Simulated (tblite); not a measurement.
# C3H10OSi4: the cost of one run

The runs use tblite 0.8.0 and PySCF 2.14.0, with density-fitted response routines of our own; the level of theory stands in each step. All values are computed, except where a source is named. Atoms count from 0, in the outputs and in this text.

## Step 1: The starting structure

18 atoms, charge 0, multiplicity 1; geometry from: force field or distance geometry start.

Bonds of the start (Å): C0–C1 1.20, C1–Si2 1.81, Si2–Si3 2.24, Si3–Si4 2.23, Si4–O5 1.71, O5–C6 1.40, Si4–Si7 2.25, Si7–Si2 2.23, C0–H8 1.07, Si2–H9 1.46, Si3–H10 1.45, Si3–H11 1.49, Si4–H12 1.46, C6–H13 1.11, C6–H14 1.11, C6–H15 1.10, Si7–H16 1.45, Si7–H17 1.46.

## Step 2: Geometry optimisation with GFN2-xTB

What the job is given:

```
{"job": {"kind": "relax", "xc": "GFN2-xTB", "basis": "xTB"}, "charge": 0, "multiplicity": 1}
C     -4.111300    -0.130400     0.993200
C     -2.986400     0.133200     0.669600
Si    -1.283000     0.512600     0.207500
Si     0.131100    -1.079800     0.894100
Si     1.293000    -0.622200    -0.959300
O      2.208700     0.820300    -0.872600
C      2.714700     1.069500     0.407700
Si    -0.718500    -0.149300    -1.849500
H     -5.117400    -0.367100     1.281200
H     -0.826200     1.857500     0.538900
H      0.830400    -0.783000     2.131000
H     -0.524900    -2.420600     0.841700
H      1.956900    -1.778300    -1.549400
H      1.891100     1.271100     1.128300
H      3.386700     1.948300     0.452900
H      3.274100     0.174300     0.727500
H     -1.416100    -1.371700    -2.214500
H     -0.711700     0.921900    -2.839900
```

Run with:

```sh
$ OMP_NUM_THREADS=1 python probes_run.py task.json out
```

One launch serves the whole session: the jobs run in the order shown.

Q: Estimate the wall time and peak memory of this first job on 1 thread of Intel Xeon Platinum 8488C, shared host.

About 2.1 s, with a peak of 0.18 GiB.
